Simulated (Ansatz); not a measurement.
# Ga3SbAs2: the cost of one run

Computed with Ansatz 0.2.0 (DFT PBE, scalar-relativistic, plane waves, PAW, unless a step's input says otherwise).

## Step 1: Starting point

Symmetry: I-4m2, No. 119, tetragonal system. Conventional cell: a = 4.176 Å, b = 4.176 Å, c = 17.711 Å, α = 90.00°, β = 90.00°, γ = 90.00°. Ga (site symmetry 2mm) is surrounded by 2 As at 2.52 Å and 2 Sb at 2.64 Å. Ga (site symmetry -4m2) is surrounded by 4 As at 2.52 Å. Sb (site symmetry -4m2) has 4 Ga at 2.64 Å in its first shell of neighbours. As (site symmetry 2mm) is surrounded by 4 Ga at 2.52 Å.

Structure file:

```
CELL_PARAMETERS angstrom
-2.08784 2.08784 8.85569
2.08784 -2.08784 8.85569
2.08784 2.08784 -8.85569
ATOMIC_POSITIONS crystal
Ga 0.65884 0.65884 0.00000
Ga 0.34116 0.34116 0.00000
Ga 0.00000 0.00000 0.00000
Sb 0.75000 0.25000 0.50000
As 0.42062 0.92062 0.50000
As 0.07938 0.57938 0.50000
```

The start is the relaxed end of an invented cell (made as: elements ordered on the sites of the GaAs type, As/Sb on As (I-4m2, No. 119)), taken up again for a closer look.

## Step 2: A first look at the guess

Input file input.yaml:

```yaml
crystal:
  lattice:
    - [-2.087842, 2.087842, 8.8556889]
    - [2.087842, -2.087842, 8.8556889]
    - [2.087842, 2.087842, -8.8556889]
  atoms:
    - { symbol: Ga, position: [0.658839, 0.658839, 0.0] }
    - { symbol: Ga, position: [0.341161, 0.341161, 0.0] }
    - { symbol: Ga, position: [0.0, 0.0, 0.0] }
    - { symbol: Sb, position: [0.75, 0.25, 0.5] }
    - { symbol: As, position: [0.420619, 0.920619, 0.5] }
    - { symbol: As, position: [0.079381, 0.579381, 0.5] }
basis:
  ecutwfc: 420
kpoints:
  mp_grid: { grid: [6, 6, 6] }
hamiltonian:
  xc: pbe
scf:
  occupations: { method: gaussian, width: 0.1 }
  lower_state_search: "off"
output:
  forces: true
  stress: true
  eigenvalues: true
```

On the command line:

```console
$ ansatz run input.yaml --threads 4 --pin off --max-ram 8192MiB --backend cpu --events-out ev --progress --plain --runs-dir out
```

**Question.** How long does this run take on 4 threads of Intel Xeon Platinum 8488C (Sapphire Rapids), shared host, and how much memory does it need?

About 3.5 s, with a peak of 0.6 GiB.
